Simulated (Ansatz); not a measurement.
# ClH4InN2: single points with varied inputs

How do the results and run time of ClH4InN2 respond when the settings are drawn wide?

Method: the settings change from run to run; program: Ansatz 0.2.0, Gaussian basis.

### Step 1. The relaxed structure

An earlier PBE0-D4 in a triple-zeta def2 set relaxation fixed the geometry. In takes a core potential in def2 sets; no spin-orbit term is included.

8 atoms, charge 0, spin multiplicity 1.

Atoms are counted from 1 here; the program's logs count them from 0.

Bond lengths: N1–In2 2.009 Å, N1–H5 1.011 Å, N1–H6 1.010 Å, In2–N3 2.009 Å, In2–Cl4 2.335 Å, N3–H7 1.010 Å, N3–H8 1.011 Å. Angles: In2–N1–H5 114.5°, In2–N1–H6 116.6°, H5–N1–H6 109.0°, N1–In2–N3 129.2°, N1–In2–Cl4 115.4°, N3–In2–Cl4 115.4°, In2–N3–H7 116.6°, In2–N3–H8 114.5°, H7–N3–H8 109.0°.

### Step 2. wPBEh/STO-3G

Set apart from the defaults: charge -1, multiplicity 2, atoms shaken by 0.15 Å.

Contents of in.yaml:

```yaml
crystal:
  periodic: [false, false, false]
  atoms:
    - {symbol: N, position_ang: [-0.189194, 1.787187, -0.361508]}
    - {symbol: In, position_ang: [-0.136939, -0.075143, -0.264882]}
    - {symbol: N, position_ang: [0.774633, -1.523179, 1.071303]}
    - {symbol: Cl, position_ang: [-1.705849, -1.135650, -1.887196]}
    - {symbol: H, position_ang: [-0.935274, 2.067650, -0.513964]}
    - {symbol: H, position_ang: [0.079756, 2.351519, 0.523363]}
    - {symbol: H, position_ang: [1.527271, -1.306110, 1.262142]}
    - {symbol: H, position_ang: [0.498962, -2.399020, 0.464903]}
basis:
  gaussian: {orbitals: STO-3G}
total_charge: -1
magnetization: {spin_polarized: true, initial_magnetization: 1}
hamiltonian: {xc: {name: wPBEh}}
output: {forces: true}
```

The run is started by

```console
$ ansatz run in.yaml --threads 4 --pin off --events-out ev --progress --plain --max-ram 10444MiB
```

Log (excerpt; [...] marks lines left out):

```text
Functional definition: wPBEh
  name "wPBEh"
  cite "Heyd, Scuseria & Ernzerhof, J. Chem. Phys. 118, 8207 (2003) doi:10.1063/1.1564060"
  cite "Krukau, Vydrov, Izmaylov & Scuseria, J. Chem. Phys. 125, 224106 (2006) doi:10.1063/1.2404663"
  cite "Heyd & Scuseria, J. Chem. Phys. 120, 7274 (2004) doi:10.1063/1.1668634"
  cite "Ernzerhof & Perdew, J. Chem. Phys. 109, 3313 (1998) doi:10.1063/1.476928"
  cite "Perdew, Burke & Ernzerhof, Phys. Rev. Lett. 77, 3865 (1996) doi:10.1103/PhysRevLett.77.3865"
  parent pbe
[...]
657 factors; integrals over basis functions are off by at most 4.7e-5 eV
73 factors; integrals over basis functions are off by at most 1.9e-7 eV
[...]
mean field -170062.28218657 eV, -6249.6735980013 hartree, gradient 4.7e-5 eV, S^2 0.752896; 3 other end points of the search recorded, 0 dependent functions left out
[...]
reference -170062.28221128 eV, -6249.6735989094 hartree; 43, 42 occupied and 7, 8 virtual orbitals, 657 factors
Total energy: -170062.28221128 eV, -6249.6735989094 hartree
Atom 0 at    -0.189194     1.787187    -0.361508 Å, force    20.252862    -6.798273     6.601590 eV/Å
Atom 1 at    -0.136939    -0.075143    -0.264882 Å, force     2.679234    -1.312740    -0.359132 eV/Å
Atom 2 at     0.774633    -1.523179     1.071303 Å, force   -27.022036    -5.950539    -7.120599 eV/Å
Atom 3 at    -1.705849    -1.135650    -1.887196 Å, force    -0.010050     0.189881     0.822408 eV/Å
Atom 4 at    -0.935274     2.067650    -0.513964 Å, force   -21.101547     8.336910    -4.786237 eV/Å
Atom 5 at     0.079756     2.351519     0.523363 Å, force    -0.207767    -1.076375    -1.406975 eV/Å
Atom 6 at     1.527271    -1.306110     1.262142 Å, force    22.741330     4.857125     4.235203 eV/Å
Atom 7 at     0.498962    -2.399020     0.464903 Å, force     2.667973     1.754011     2.013743 eV/Å
Dipole moment:     0.121137     0.350485     0.462162 e Å
```

Wall time 2.2 s (4 threads of Arm Neoverse V1, shared host).

Largest force 28.571 eV/Å, ⟨S²⟩ 0.753.

### Step 3. PBE0-DH/ANO-RCC-VTZP

Set apart from the defaults: unrestricted orbitals.

Contents of in.yaml:

```yaml
crystal:
  periodic: [false, false, false]
  atoms:
    - {symbol: N, position_ang: [-0.187574, 1.836007, -0.264385]}
    - {symbol: In, position_ang: [-0.276269, -0.170710, -0.287267]}
    - {symbol: N, position_ang: [0.733521, -1.498678, 0.831732]}
    - {symbol: Cl, position_ang: [-1.764720, -1.090362, -1.833848]}
    - {symbol: H, position_ang: [-1.002531, 2.296055, -0.645653]}
    - {symbol: H, position_ang: [0.053013, 2.268146, 0.616546]}
    - {symbol: H, position_ang: [1.648994, -1.216491, 1.152590]}
    - {symbol: H, position_ang: [0.795556, -2.423968, 0.430285]}
basis:
  gaussian: {orbitals: ANO-RCC-VTZP}
magnetization: {spin_polarized: true, initial_magnetization: 0}
hamiltonian: {xc: {name: PBE0-DH}}
output: {forces: true}
```

Launched as before.

Log (excerpt; [...] marks lines left out):

```text
Functional definition: PBE0-DH
  name "PBE0-DH"
  cite "Brémond & Adamo, J. Chem. Phys. 135, 024106 (2011) doi:10.1063/1.3604569"
  cite "Perdew, Burke & Ernzerhof, Phys. Rev. Lett. 77, 3865 (1996) doi:10.1103/PhysRevLett.77.3865"
[...]
1462 factors; integrals over basis functions are off by at most 1.2e-3 eV
[...]
mean field -175613.48900685 eV, -6453.6766859034 hartree, gradient 6.8e-6 eV, S^2 0.000000; 0 other end points of the search recorded, 0 dependent functions left out
25 core orbitals not correlated: weight in the atoms' cores, before any rotation towards them, 1.000 or more for the frozen orbitals, at most 0.000 for the correlated occupied ones
reference -175613.48903985 eV, -6453.6766871162 hartree; 17, 17 occupied and 176, 176 virtual orbitals, 1462 factors
second order -36.65729351 eV of doubles, -0.00000000 eV of singles
[...]
Total energy: -175618.07120154 eV, -6453.8450784524 hartree
Relativity: scalar
Atom 0 at    -0.187574     1.836007    -0.264385 Å, force    -0.105138    -0.055213     0.086967 eV/Å
Atom 1 at    -0.276269    -0.170710    -0.287267 Å, force     0.018534     0.011400     0.019790 eV/Å
Atom 2 at     0.733521    -1.498678     0.831732 Å, force     0.065726     0.030749    -0.128363 eV/Å
Atom 3 at    -1.764720    -1.090362    -1.833848 Å, force     0.076502     0.047272     0.079298 eV/Å
Atom 4 at    -1.002531     2.296055    -0.645653 Å, force     0.154378    -0.065897     0.087910 eV/Å
Atom 5 at     0.053013     2.268146     0.616546 Å, force    -0.057818    -0.059663    -0.171867 eV/Å
Atom 6 at     1.648994    -1.216491     1.152590 Å, force    -0.164245    -0.077498    -0.059020 eV/Å
Atom 7 at     0.795556    -2.423968     0.430285 Å, force     0.012061     0.168848     0.085285 eV/Å
Dipole moment:     0.385023     0.237877     0.399983 e Å
```

It took 54 s on 4 threads of Arm Neoverse V1, shared host; peak memory 1.3 GiB.

Largest force 0.191 eV/Å, dipole 2.90 D, ⟨S²⟩ 0.000.

### Step 4. B2PLYP/def2-TZVP

This run has multiplicity 3, the search for lower states set to off.

Edit in.yaml of step 3 so:

```diff
@@ -12,5 +12,6 @@
 basis:
-  gaussian: {orbitals: ANO-RCC-VTZP}
-magnetization: {spin_polarized: true, initial_magnetization: 0}
-hamiltonian: {xc: {name: PBE0-DH}}
+  gaussian: {orbitals: def2-TZVP}
+magnetization: {spin_polarized: true, initial_magnetization: 2}
+hamiltonian: {xc: {name: B2PLYP}}
+scf: {lower_state_search: off}
 output: {forces: true}
```

Launched as before.

Log (excerpt; [...] marks lines left out):

```text
Functional definition: B2PLYP
  name "B2PLYP"
  cite "Grimme, J. Chem. Phys. 124, 034108 (2006) doi:10.1063/1.2148954"
  cite "Becke, Phys. Rev. A 38, 3098 (1988) doi:10.1103/PhysRevA.38.3098"
  cite "Lee, Yang & Parr, Phys. Rev. B 37, 785 (1988) doi:10.1103/PhysRevB.37.785"
[...]
1294 factors; integrals over basis functions are off by at most 1.1e-3 eV
[...]
mean field -20721.20162130 eV, -761.4901142478 hartree, gradient 1.9e-6 eV, S^2 2.008379; 0 other end points of the search recorded, 0 dependent functions left out
11 core orbitals not correlated: weight in the atoms' cores, before any rotation towards them, 1.000 or more for the frozen orbitals, at most 0.000 for the correlated occupied ones
reference -20721.20181450 eV, -761.4901213480 hartree; 18, 16 occupied and 144, 146 virtual orbitals, 1294 factors
second order -28.59283814 eV of doubles, -0.00000000 eV of singles
[...]
Total energy: -20728.92188080 eV, -761.7738285516 hartree
Atom 0 at    -0.187574     1.836007    -0.264385 Å, force    -0.206721     3.007470     0.167793 eV/Å
Atom 1 at    -0.276269    -0.170710    -0.287267 Å, force     0.004903    -3.615315     0.003217 eV/Å
Atom 2 at     0.733521    -1.498678     0.831732 Å, force     0.562712    -0.505842     0.403950 eV/Å
Atom 3 at    -1.764720    -1.090362    -1.833848 Å, force    -0.670427    -0.356452    -0.758903 eV/Å
Atom 4 at    -1.002531     2.296055    -0.645653 Å, force    -0.424380     0.900595    -0.665856 eV/Å
Atom 5 at     0.053013     2.268146     0.616546 Å, force     0.567066     0.844487     0.678162 eV/Å
Atom 6 at     1.648994    -1.216491     1.152590 Å, force     0.181549     0.021148     0.157067 eV/Å
Atom 7 at     0.795556    -2.423968     0.430285 Å, force    -0.014702    -0.296092     0.014570 eV/Å
Dipole moment:     0.477355     0.951971     0.237343 e Å
Checks for a lower state left out: starts, cluster_reference, orbital_swaps, neighbouring_geometries, increment
```

Wall time 21 s (4 threads of Arm Neoverse V1, shared host); peak memory 0.95 GiB.

Largest force 3.615 eV/Å, dipole 5.24 D, ⟨S²⟩ 2.008.

### Step 5. PBE-QIDH/def2-mTZVP

Set apart from the defaults: density fitting with def2-universal-jkfit, a grid of angular degree 23, high accuracy.

Edit in.yaml of step 4 so:

```diff
@@ -12,6 +12,4 @@
 basis:
-  gaussian: {orbitals: def2-TZVP}
-magnetization: {spin_polarized: true, initial_magnetization: 2}
-hamiltonian: {xc: {name: B2PLYP}}
-scf: {lower_state_search: off}
-output: {forces: true}
+  gaussian: {orbitals: def2-mTZVP, fitting: {mean_field: def2-universal-jkfit}, final_grid: {core_spheres: 8, valence_spheres: 7, degree: 23}}
+hamiltonian: {xc: {name: PBE-QIDH}}
+accuracy: high
```

Same command.

Log (excerpt; [...] marks lines left out):

```text
Functional definition: PBE-QIDH
  name "PBE-QIDH"
  cite "Brémond, Sancho-García, Pérez-Jiménez & Adamo, J. Chem. Phys. 141, 031101 (2014) doi:10.1063/1.4890314"
  cite "Perdew, Burke & Ernzerhof, Phys. Rev. Lett. 77, 3865 (1996) doi:10.1103/PhysRevLett.77.3865"
[...]
572 factors; integrals over basis functions are off by at most 4.6e-1 eV
[...]
mean field -20719.62683920 eV, -761.4322420731 hartree, gradient 6.4e-8 eV, S^2 0.000000; 0 other end points of the search recorded, 0 dependent functions left out
11 core orbitals not correlated: weight in the atoms' cores, before any rotation towards them, 1.000 or more for the frozen orbitals, at most 0.000 for the correlated occupied ones
reference -20719.62684080 eV, -761.4322421318 hartree; 17, 17 occupied and 80, 80 virtual orbitals, 572 factors
second order -18.98455952 eV of doubles, -0.00000000 eV of singles
Total energy: -20725.95502730 eV, -761.6647986965 hartree
```

Run time: 1.1 s. Hardware: 4 threads of Arm Neoverse V1, shared host.

### Step 6. PBE0/def2-TZVPD

Set apart from the defaults: high accuracy.

Edit in.yaml of step 5 so:

```diff
@@ -12,4 +12,4 @@
 basis:
-  gaussian: {orbitals: def2-mTZVP, fitting: {mean_field: def2-universal-jkfit}, final_grid: {core_spheres: 8, valence_spheres: 7, degree: 23}}
-hamiltonian: {xc: {name: PBE-QIDH}}
+  gaussian: {orbitals: def2-TZVPD}
+hamiltonian: {xc: {name: PBE0}}
 accuracy: high
```

Same command.

Log:

```text
Functional definition: PBE0
  name "PBE0"
  cite "Adamo & Barone, J. Chem. Phys. 110, 6158 (1999) doi:10.1063/1.478522"
  cite "Perdew, Burke & Ernzerhof, Phys. Rev. Lett. 77, 3865 (1996) doi:10.1103/PhysRevLett.77.3865"
  parent pbe
  parameter a = 0.25
  parameter kappa = 0.804
  parameter beta = 0.06672455060314922
  exchange = (1 - a)*pbe_x(kappa = kappa, mu = beta*pi^2/3) + a*exact_x
  correlation = pbe_c(beta = beta)
3635 factors; integrals over basis functions are off by at most 5.2e-9 eV
mean field evaluation 1: about -20723.1059 eV, gradient 8.8e1 eV
mean field evaluation 2: about -20687.5067 eV, gradient 1.4e2 eV
mean field evaluation 4: about -20737.6036 eV, gradient 8.1e0 eV
mean field evaluation 8: about -20737.8219 eV, gradient 5.3e-1 eV
mean field evaluation 16: about -20737.8223 eV, gradient 9.9e-5 eV
mean field -20737.82234770 eV, -762.1009146771 hartree, gradient 5.6e-9 eV, S^2 0.000000; 0 other end points of the search recorded, 0 dependent functions left out
reference -20737.82235218 eV, -762.1009148417 hartree; 28, 28 occupied and 184, 184 virtual orbitals, 3635 factors
Total energy: -20737.82235218 eV, -762.1009148417 hartree
```

Wall time 15 s (4 threads of Arm Neoverse V1, shared host); peak memory 1.3 GiB.

### Step 7. RPA/ANO-RCC-VTZP

Set apart from the defaults: high accuracy.

Edit in.yaml of step 6 so:

```diff
@@ -12,4 +12,5 @@
 basis:
-  gaussian: {orbitals: def2-TZVPD}
-hamiltonian: {xc: {name: PBE0}}
+  gaussian: {orbitals: ANO-RCC-VTZP}
+hamiltonian: {xc: {name: r2SCAN}}
+correlation: {method: rpa}
 accuracy: high
```

Launched as before.

Log (excerpt; [...] marks lines left out):

```text
Functional definition: r2SCAN
  name "r2SCAN"
  cite "Furness, Kaplan, Ning, Perdew & Sun, J. Phys. Chem. Lett. 11, 8208 (2020) doi:10.1021/acs.jpclett.0c02405"
  cite "Furness, Kaplan, Ning, Perdew & Sun, J. Phys. Chem. Lett. 11, 9248 (2020) doi:10.1021/acs.jpclett.0c03077"
  parent r2scan
[...]
4072 factors; integrals over basis functions are off by at most 4.9e-9 eV
[...]
mean field -175637.89334065 eV, -6454.5735286289 hartree, gradient 8.0e-8 eV, S^2 0.000000; 0 other end points of the search recorded, 0 dependent functions left out
25 core orbitals not correlated: weight in the atoms' cores, before any rotation towards them, 1.000 or more for the frozen orbitals, at most 0.000 for the correlated occupied ones
reference -175527.27458857 eV, -6450.5083644701 hartree; 17, 17 occupied and 176, 176 virtual orbitals, 4072 factors
Total energy: -175569.97438679 eV, -6452.0775531118 hartree
Relativity: scalar
```

Run time: 2.3 min. Hardware: 4 threads of Arm Neoverse V1, shared host; peak memory 1.7 GiB.

### Step 8. RPBE/x2c-TZVPPall

Set apart from the defaults: D3(BJ) dispersion, high accuracy.

Edit in.yaml of step 7 so:

```diff
@@ -12,5 +12,4 @@
 basis:
-  gaussian: {orbitals: ANO-RCC-VTZP}
-hamiltonian: {xc: {name: r2SCAN}}
-correlation: {method: rpa}
+  gaussian: {orbitals: x2c-TZVPPall}
+hamiltonian: {xc: {name: RPBE}, dispersion: d3bj}
 accuracy: high
```

Same command.

Log:

```text
Functional definition: RPBE
  name "RPBE"
  cite "Hammer, Hansen & Nørskov, Phys. Rev. B 59, 7413 (1999) doi:10.1103/PhysRevB.59.7413"
  cite "Perdew, Burke & Ernzerhof, Phys. Rev. Lett. 77, 3865 (1996) doi:10.1103/PhysRevLett.77.3865"
  parameter kappa = 0.804
  parameter beta = 0.06672455060314922
  exchange = rpbe_x(kappa = kappa, mu = beta*pi^2/3)
  correlation = pbe_c(beta = beta)
3866 factors; integrals over basis functions are off by at most 3.6e-8 eV
mean field evaluation 1: about -175619.1028 eV, gradient 1.0e2 eV
mean field evaluation 2: about -175514.6891 eV, gradient 1.9e2 eV
mean field evaluation 4: about -175638.9490 eV, gradient 2.5e1 eV
mean field evaluation 8: about -175640.3265 eV, gradient 4.9e-1 eV
mean field evaluation 16: about -175640.3179 eV, gradient 4.0e-4 eV
mean field -175640.31792490 eV, -6454.6626304566 hartree, gradient 1.4e-8 eV, S^2 0.000000; 0 other end points of the search recorded, 0 dependent functions left out
reference -175640.31792911 eV, -6454.6626306112 hartree; 42, 42 occupied and 178, 178 virtual orbitals, 3866 factors
Total energy: -175641.46385189 eV, -6454.7047424968 hartree
Relativity: scalar
```

It took 11 s on 4 threads of Arm Neoverse V1, shared host; peak memory 1.1 GiB.

### Step 9. CAM-B3LYP/x2c-TZVPPall

Options: the search for lower states set to off.

Edit in.yaml of step 8 so:

```diff
@@ -13,3 +13,4 @@
   gaussian: {orbitals: x2c-TZVPPall}
-hamiltonian: {xc: {name: RPBE}, dispersion: d3bj}
-accuracy: high
+hamiltonian: {xc: {name: CAM-B3LYP}}
+scf: {lower_state_search: off}
+output: {forces: true}
```

Same command.

Log (excerpt; [...] marks lines left out):

```text
Functional definition: CAM-B3LYP
  name "CAM-B3LYP"
  cite "Yanai, Tew & Handy, Chem. Phys. Lett. 393, 51 (2004) doi:10.1016/j.cplett.2004.06.011"
  cite "Iikura, Tsuneda, Yanai & Hirao, J. Chem. Phys. 115, 3540 (2001) doi:10.1063/1.1383587"
  cite "Becke, Phys. Rev. A 38, 3098 (1988) doi:10.1103/PhysRevA.38.3098"
  cite "Lee, Yang & Parr, Phys. Rev. B 37, 785 (1988) doi:10.1103/PhysRevB.37.785"
  cite "Vosko, Wilk & Nusair, Can. J. Phys. 58, 1200 (1980) doi:10.1139/p80-159"
[...]
  # Exact exchange under (alpha + beta erf(omega r))/r, Becke's under what is left of 1/r.
[...]
1498 factors; their error is unknown
300 factors; integrals over basis functions are off by at most 1.1e-5 eV
[...]
mean field -175651.30034985 eV, -6455.0662271293 hartree, gradient 4.3e-6 eV, S^2 0.000000; 0 other end points of the search recorded, 0 dependent functions left out
[...]
Total energy: -175651.30047671 eV, -6455.0662317913 hartree
Relativity: scalar
Atom 0 at    -0.187574     1.836007    -0.264385 Å, force    -0.098131     0.029136     0.094392 eV/Å
Atom 1 at    -0.276269    -0.170710    -0.287267 Å, force     0.001644     0.000954     0.002188 eV/Å
Atom 2 at     0.733521    -1.498678     0.831732 Å, force     0.113011    -0.020045    -0.079352 eV/Å
Atom 3 at    -1.764720    -1.090362    -1.833848 Å, force    -0.034344    -0.021214    -0.035880 eV/Å
Atom 4 at    -1.002531     2.296055    -0.645653 Å, force     0.076219     0.007408     0.009150 eV/Å
Atom 5 at     0.053013     2.268146     0.616546 Å, force     0.008354     0.010661    -0.079965 eV/Å
Atom 6 at     1.648994    -1.216491     1.152590 Å, force    -0.063785    -0.044861     0.022296 eV/Å
Atom 7 at     0.795556    -2.423968     0.430285 Å, force    -0.002968     0.037962     0.067171 eV/Å
Dipole moment:     0.371744     0.229674     0.386193 e Å
Checks for a lower state left out: stability, starts, cluster_reference, orbital_swaps, neighbouring_geometries, increment
```

Wall time 5.5 s (4 threads of Arm Neoverse V1, shared host); peak memory 0.77 GiB.

Largest force 0.140 eV/Å, dipole 2.80 D.

### Step 10. All runs side by side

```
                 level  charge  multiplicity  geometry  functions  energy (eV)     time
          wPBEh/STO-3G      -1             2    shaken         50  -170062.282    2.2 s
  PBE0-DH/ANO-RCC-VTZP       0             1   relaxed        218  -175618.071     54 s
      B2PLYP/def2-TZVP       0             3   relaxed        173   -20728.922     21 s
   PBE-QIDH/def2-mTZVP       0             1   relaxed        108   -20725.955    1.1 s
       PBE0/def2-TZVPD       0             1   relaxed        212   -20737.822     15 s
      RPA/ANO-RCC-VTZP       0             1   relaxed        218  -175569.974  2.3 min
     RPBE/x2c-TZVPPall       0             1   relaxed        220  -175641.464     11 s
CAM-B3LYP/x2c-TZVPPall       0             1   relaxed        220  -175651.300    5.5 s
```

### Step 11. Results

| quantity | value |
| --- | --- |
| runs | 8 |
| quickest | PBE-QIDH/def2-mTZVP, 1.1 s |
| slowest | RPA/ANO-RCC-VTZP, 2.3 min |
| spread of total energies, same state and geometry | 154925.3 eV |
| dipole, same state and geometry | 2.80 to 2.90 D |

RPA/ANO-RCC-VTZP took 125 times as long as PBE-QIDH/def2-mTZVP. The jobs differ in tasks and options as well as level. The totals spread over 154925 eV; they can't be compared across methods or bases. Some of these runs are scalar-relativistic and others not, which shifts the totals of all-electron atoms past neon by eV; core potentials, where a basis has them, take the core out of the total altogether. At the PBE0-D4/def2-TZVP geometry and in the same state, runs without warnings or point charges leave forces up to 0.19 eV/Å (PBE0-DH/ANO-RCC-VTZP).
